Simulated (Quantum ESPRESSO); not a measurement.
# B5Pt (P6/mmm) in Quantum ESPRESSO: single point with optB88-vdW

Aim: the single point of B5Pt with optB88-vdW.

Everything below comes from runs of Quantum ESPRESSO 7.5. Logs are shortened: lines on timing, memory, paths and dates and some standing lists are left out, and cuts for length are marked.

### 1 Starting point

It takes space group P6/mmm (No. 191, hexagonal). The conventional cell has a = 4.488 Å, b = 4.488 Å, c = 3.416 Å, α = 90.00°, β = 90.00°, γ = 120.00°. B (site symmetry -6m2) has 6 B at 2.14 Å as nearest neighbours. B (site symmetry mmm) is surrounded by 8 B at 2.14 to 2.24 Å. Around Pt (site symmetry 6/mmm) lie 18 B at 2.59 to 2.82 Å.

The cell was built by a generator and needn't be a form met in nature.

### 2 Single point, optB88-vdW

run.py reads:

```python
import numpy as np
from ase.calculators.espresso import Espresso, EspressoProfile
from ase.io import read

atoms = read('B5Pt.xyz')

input_data = {
    'control': {'calculation': 'scf', 'prefix': 'pwscf', 'outdir': './tmp', 'tprnfor': True, 'tstress': True, 'disk_io': 'nowf'},
    'system': {'ecutwfc': 84.0, 'nbnd': 24, 'input_dft': 'vdw-df-obk8', 'occupations': 'smearing', 'smearing': 'mv', 'degauss': 0.01469973},
    'electrons': {'conv_thr': 1.2e-09, 'electron_maxstep': 120, 'mixing_beta': 0.5, 'diago_david_ndim': 3},
}
pseudopotentials = {'Pt': 'Pt.upf', 'B': 'B.upf'}
profile = EspressoProfile(command='pw.x', pseudo_dir='pseudo')
dft = Espresso(profile=profile, input_data=input_data, pseudopotentials=pseudopotentials, kpts=(7, 7, 8), koffset=(0, 0, 0))
atoms.calc = dft

print(f'energy {atoms.get_potential_energy():.8f} eV')
print('forces (eV/A)')
print(np.round(atoms.get_forces(), 6))
print('stress (eV/A^3, Voigt)')
print(np.round(atoms.get_stress(), 8))
print(f'Fermi level {dft.get_fermi_level():.4f} eV')
```

B5Pt.xyz reads:

```xyz
6
Lattice="4.4877103900 0.0000000000 0.0000000000 -2.2438552000 3.8864712000 0.0000000000 0.0000000000 0.0000000000 3.4155697000" Properties=species:S:1:pos:R:3 pbc="T T T"
B     -0.0000000258      2.5909808130      0.0000000000
B      2.2438552158      1.2954903870      0.0000000000
B      2.2438551950      0.0000000000      1.7077848500
B      1.1219275950      1.9432356000      1.7077848500
B     -1.1219276000      1.9432356000      1.7077848500
Pt     0.0000000000      0.0000000000      0.0000000000
```

Potentials or basis: PseudoDojo 0.4.1 SR PBEsol standard.

Run with:

```console
> OMP_NUM_THREADS=1 python run.py
```

Standard output:

```text
energy -3955.34805144 eV
forces (eV/A)
[[-0. -0.  0.]
 [-0. -0.  0.]
 [ 0.  0.  0.]
 [ 0. -0. -0.]
 [ 0.  0. -0.]
 [ 0.  0.  0.]]
stress (eV/A^3, Voigt)
[ 0.10774855  0.10774855  0.26957934 -0.         -0.          0.        ]
Fermi level 12.4342 eV
```

espresso.pwi:

```text
&CONTROL
   calculation      = 'scf'
   tstress          = .true.
   tprnfor          = .true.
   outdir           = './tmp'
   prefix           = 'pwscf'
   disk_io          = 'nowf'
   pseudo_dir       = 'pseudo'
/
&SYSTEM
   nbnd             = 24
   ecutwfc          = 84.0
   occupations      = 'smearing'
   degauss          = 0.01469973
   smearing         = 'mv'
   input_dft        = 'vdw-df-obk8'
   ntyp             = 2
   nat              = 6
   ibrav            = 0
/
&ELECTRONS
   electron_maxstep = 120
   conv_thr         = 1.2e-09
   mixing_beta      = 0.5
   diago_david_ndim = 3
/
&IONS
/
&CELL
/
&FCP
/
&RISM
/
ATOMIC_SPECIES
B 10.81 B.upf
Pt 195.084 Pt.upf

K_POINTS automatic
7 7 8  0 0 0

CELL_PARAMETERS angstrom
4.48771039000000 0.00000000000000 0.00000000000000
-2.24385520000000 3.88647120000000 0.00000000000000
0.00000000000000 0.00000000000000 3.41556970000000

ATOMIC_POSITIONS angstrom
B -0.0000000258 2.5909808130 0.0000000000  
B 2.2438552158 1.2954903870 0.0000000000  
B 2.2438551950 0.0000000000 1.7077848500  
B 1.1219275950 1.9432356000 1.7077848500  
B -1.1219276000 1.9432356000 1.7077848500  
Pt 0.0000000000 0.0000000000 0.0000000000
```

espresso.pwo:

```text
This program is part of the open-source Quantum ESPRESSO suite
     for quantum simulation of materials; please cite
         "P. Giannozzi et al., J. Phys.:Condens. Matter 21 395502 (2009);
         "P. Giannozzi et al., J. Phys.:Condens. Matter 29 465901 (2017);
         "P. Giannozzi et al., J. Chem. Phys. 152 154105 (2020);
     in publications or presentations arising from this work. More details at

Warning: card &CELL ignored
Warning: card &FCP ignored
Warning: card &RISM ignored

     IMPORTANT: XC functional enforced from input :
     Exchange-correlation= VDW-DF-OBK8
                           (   1   4  23   0   1   0   0)
     Any further DFT definition will be discarded
     Please, verify this is what you really want

     Message from routine setup:
     using ibrav=0 with symmetry is DISCOURAGED, use correct ibrav instead

     G-vector sticks info
     --------------------
     sticks:   dense  smooth     PW     G-vecs:    dense   smooth      PW
     Sum        1663    1663    475                41719    41719    6399

     Using Slab Decomposition

     bravais-lattice index     =            0
     lattice parameter (alat)  =       8.4805  a.u.
     unit-cell volume          =     402.0129 (a.u.)^3
     number of atoms/cell      =            6
     number of atomic types    =            2
     number of electrons       =        33.00
     number of Kohn-Sham states=           24
     kinetic-energy cutoff     =      84.0000  Ry
     charge density cutoff     =     336.0000  Ry
     scf convergence threshold =      1.2E-09
     mixing beta               =       0.5000
     number of iterations used =            8  plain     mixing
     Exchange-correlation= VDW-DF-OBK8
                           (   1   4  23   0   1   0   0)

     celldm(1)=   8.480544  celldm(2)=   0.000000  celldm(3)=   0.000000
     celldm(4)=   0.000000  celldm(5)=   0.000000  celldm(6)=   0.000000
[... 124 lines left out ...]
     %  * Unscreened and range-separated hybrid vdW-DF-cx functionals       %
     %    DOI: 10.1063/1.4986522 and 10.1088/1361-648X/ac2ad2               %
     %    use with input_dft = 'vdW-DF-cx0'    and 'vdW-DF-ahcx'            %
     %  * Unscreened and range-separated hybrid vdW-DF2-b86r functionals    %
     %    DOI: 10.1063/1.4986522 and DOI: 10.1103/PhysRevX.12.041003        %
     %    use with input_dft = 'vdW-DF2-br0' and 'vdW-DF2-ahbr'             %
     %                                                                      %
     %%%%%%%%%%%%%%%%%%%%%%%%%%%%%%%%%%%%%%%%%%%%%%%%%%%%%%%%%%%%%%%%%%%%%%%%

     Starting wfcs are   30 randomized atomic wfcs

     Self-consistent Calculation

     iteration #  1     ecut=    84.00 Ry     beta= 0.50
     Davidson diagonalization with overlap
     ethr =  1.00E-02,  avg # of iterations =  2.5

     total energy              =    -290.13971380 Ry
     estimated scf accuracy    <       0.98831210 Ry
[... 47 lines left out ...]
     total energy              =    -290.71274468 Ry
     estimated scf accuracy    <       0.00000015 Ry

     iteration #  9     ecut=    84.00 Ry     beta= 0.50
     Davidson diagonalization with overlap
     c_bands:  1 eigenvalues not converged
     ethr =  4.40E-10,  avg # of iterations =  5.0

     total energy              =    -290.71274511 Ry
     estimated scf accuracy    <       0.00000086 Ry

     iteration # 10     ecut=    84.00 Ry     beta= 0.50
     Davidson diagonalization with overlap
     ethr =  4.40E-10,  avg # of iterations =  2.1
[... 11 lines left out ...]
     iteration # 12     ecut=    84.00 Ry     beta= 0.50
     Davidson diagonalization with overlap
     ethr =  6.51E-11,  avg # of iterations =  1.9

     End of self-consistent calculation

          k = 0.0000 0.0000 0.0000 (  5311 PWs)   bands (ev):

   -86.3255 -40.5202 -40.5202 -40.3143  -1.8444   4.1883   5.0629   5.0629
     7.0837   7.5719   8.1702   8.1702   9.5595   9.5595  11.4794  11.4794
    11.8047  13.6214  14.5132  14.5604  14.5604  15.7625  17.0662  17.0662
[... 231 lines left out ...]
   -86.3251 -40.5192 -40.5191 -40.3342   1.8395   2.5822   2.9298   3.6482
     5.8043   6.2927   8.3218   8.6772   9.1183   9.3232  10.7949  12.8388
    12.9420  13.6215  14.1999  14.9495  15.7706  16.5550  16.5752  18.3441

     the Fermi energy is    12.4342 ev

!    total energy              =    -290.71274515 Ry
     estimated scf accuracy    <          1.7E-10 Ry
     smearing contrib. (-TS)   =      -0.00010946 Ry
     internal energy E=F+TS    =    -290.71263569 Ry

     The total energy is F=E-TS. E is the sum of the following terms:
     one-electron contribution =    -104.79503628 Ry
     hartree contribution      =      67.53943830 Ry
     xc contribution           =     -59.47359418 Ry
     ewald contribution        =    -193.98344352 Ry

     convergence has been achieved in  12 iterations

     Forces acting on atoms (cartesian axes, Ry/au):

     atom    1 type  1   force =    -0.00000000   -0.00000000    0.00000000
     atom    2 type  1   force =    -0.00000000   -0.00000000    0.00000000
     atom    3 type  1   force =     0.00000000    0.00000000    0.00000000
     atom    4 type  1   force =     0.00000000   -0.00000000   -0.00000000
     atom    5 type  1   force =     0.00000000    0.00000000   -0.00000000
     atom    6 type  2   force =     0.00000000    0.00000000    0.00000000

     Total force =     0.000000     Total SCF correction =     0.000000

     Computing stress (Cartesian axis) and pressure

          total   stress  (Ry/bohr**3)                   (kbar)     P=     -259.06
  -0.00117353  -0.00000000   0.00000000         -172.63       -0.00        0.00
  -0.00000000  -0.00117353   0.00000000           -0.00     -172.63        0.00
  -0.00000000  -0.00000000  -0.00293609           -0.00       -0.00     -431.91

=------------------------------------------------------------------------------=
   JOB DONE.
=------------------------------------------------------------------------------=
```

Run time: 2.4 min. Hardware: 1 thread of Intel Xeon Platinum 8488C (Sapphire Rapids), shared host; peak memory 0.21 GiB.

What came out:

```yaml
Free_energy: -3955.3484 eV
Pressure: -25.9 GPa
Band_gap_on_the_k_mesh: none (metal or under the smearing width)
```

Caveat: the potentials were made for another functional, which shifts forces and pressure; so large a pressure means that the cell lies far from this level's equilibrium, or that cutoff or potentials fall short. Spin-orbit coupling is left out, which matters for the levels of Pt.
